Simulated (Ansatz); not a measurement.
What does this script print? It uses Ansatz's Python interface.

`h3sn_scan.py`:
```python
# -*- coding: utf-8 -*-
"""Stretching a bond of H3Sn, the rest held rigid."""

import ansatz as az
import numpy as np

system = (
    az.Crystal.molecule()
    .atom("Sn", (0.3151, -0.2447, -0.2725))
    .atom("H", (1.0706, 0.0341, 1.2501))
    .atom("H", (-1.1751, -1.2113, -0.0662))
    .atom("H", (-0.1551, 1.3617, -0.9317))
)

symbols = [site.symbol for site in system.cartesian_sites]
start = np.array([site.position_ang for site in system.cartesian_sites])
axis = (start[1] - start[0]) / np.linalg.norm(start[1] - start[0])
moving = [1]
lengths, energies = [1.516, 1.585, 1.654, 1.722, 1.791, 1.86, 1.929, 2.032], []
for length in lengths:
    xyz = start.copy()
    xyz[moving] += (length - np.linalg.norm(start[1] - start[0])) * axis
    point = az.Crystal.molecule()
    for symbol, place in zip(symbols, xyz):
        point = point.atom(symbol, place.tolist())
    setup = point.calculation().basis(gaussian="def2-SVP").functional("cam_b3lyp").spin("collinear", total=1)
    r = setup.run().report
    energies.append(r["free_energy_ev"])
    print(f"r = {length:6.3f} A  E = {energies[-1]:.5f} eV  <S^2> = {abs(r['mean_field']['state']['spin_squared']):.3f}")

# quartic fit about the minimum
fit = np.polynomial.Polynomial.fit(lengths, np.array(energies) - min(energies), 4).convert()
roots = [r.real for r in fit.deriv().roots() if abs(r.imag) < 1e-9 and fit.deriv(2)(r.real) > 0]
r_e = min(roots, key=lambda r: abs(r - lengths[int(np.argmin(energies))]))
print(f"minimum of the fit at {r_e:.4f} A, force constant {fit.deriv(2)(r_e):.2f} eV/A^2")
```

Running `python h3sn_scan.py` prints:
```text
r =  1.516 A  E = -5877.50582 eV  <S^2> = 0.751
r =  1.585 A  E = -5877.72766 eV  <S^2> = 0.751
r =  1.654 A  E = -5877.84252 eV  <S^2> = 0.751
r =  1.722 A  E = -5877.87549 eV  <S^2> = 0.751
r =  1.791 A  E = -5877.84692 eV  <S^2> = 0.752
r =  1.860 A  E = -5877.77123 eV  <S^2> = 0.752
r =  1.929 A  E = -5877.66068 eV  <S^2> = 0.752
r =  2.032 A  E = -5877.45131 eV  <S^2> = 0.753
minimum of the fit at 1.7215 A, force constant 13.19 eV/A^2
```

What to keep in mind:
- Total energies depend on the basis set; only differences at equal settings carry meaning.
- The rest of the molecule is held rigid at a force-field or estimated start geometry, and the basis set is modest; single-reference methods fail as a bond breaks.
- def2 sets replace the cores of elements past krypton by effective core potentials.
- The species is open-shell (spin multiplicity 2).
- Spin-orbit coupling of the heavy open-shell atom is left out.
- Finished in 6.8 s on 1 thread of Intel(R) Xeon(R) 6975P-C (Granite Rapids), with other jobs on the host, peak memory 0.19 GiB.
